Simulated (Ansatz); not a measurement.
# H2Zn: the cost of one run

Program: the Python package of Ansatz 0.2.0. The levels of theory stand in the script. These are calculated values, not measurements.

### 1 Starting point

Bond lengths: Zn1–H2 1.443 Å, Zn1–H3 1.401 Å. Angles: H2–Zn1–H3 155.2°.

h2zn.xyz, read by the script:

```xyz
3

Zn    0.15530   -0.13140    0.06230
H     0.45200    1.24300    0.38510
H    -0.61830   -1.17640   -0.46070
```

### 2 The code

basis_h2zn.py

```python
'''How the energy of H2Zn converges with the basis.'''

import logging
import sys
import warnings

import ansatz as az

logging.basicConfig(stream=sys.stdout, format='%(levelname)s %(message)s')
log = logging.getLogger('calc')
log.setLevel(logging.INFO)

FUNCTIONAL = 'pbe0'
DISPERSION = 'd3bj'

warnings.simplefilter('ignore', az.DeckWarning)

molecule = az.Crystal.molecule_from_extxyz('h2zn.xyz')

base = (
    molecule.calculation()
    .functional(FUNCTIONAL, dispersion=DISPERSION)
)

energies = {}
for basis in ['STO-3G', '6-31G', '6-31G*', 'def2-SVP', 'def2-SVPD', 'def2-TZVP', 'def2-TZVPP']:
    data = base.basis(gaussian=basis).run(threads=1).report
    size = data['n_frozen'] + data['n_occupied'][0] + data['n_virtual'][0]
    energies[basis] = (data['reference_energy_ev'] / 27.211386246, data['free_energy_ev'] / 27.211386246)
    log.info(f'{basis:14s} {size:4d} orbitals  reference {energies[basis][0]:14.6f} Ha  total {energies[basis][1]:14.6f} Ha')

last = energies['def2-TZVPP'][1]
for basis, (_, total) in energies.items():
    log.info(f'{basis:14s} lies {27.211386 * (total - last):9.4f} eV above def2-TZVPP')
```

### 3 The input behind the calls

The engine receives this input (first run):

```yaml
crystal:
  periodic: [false, false, false]
  atoms:
    - { symbol: Zn, position_ang: [0.1553, -0.1314, 0.0623] }
    - { symbol: H, position_ang: [0.452, 1.243, 0.3851] }
    - { symbol: H, position_ang: [-0.6183, -1.1764, -0.4607] }
basis:
  gaussian:
    orbitals: STO-3G
hamiltonian:
  xc: pbe0
  dispersion: d3bj
```

### 4 Running it

On the command line:

```bash
$ python basis_h2zn.py
```

**Question.** How long does this script take on 1 thread of Arm Neoverse V1, shared host, and how much memory does it need?

About 8 s, with a peak of 0.18 GiB.
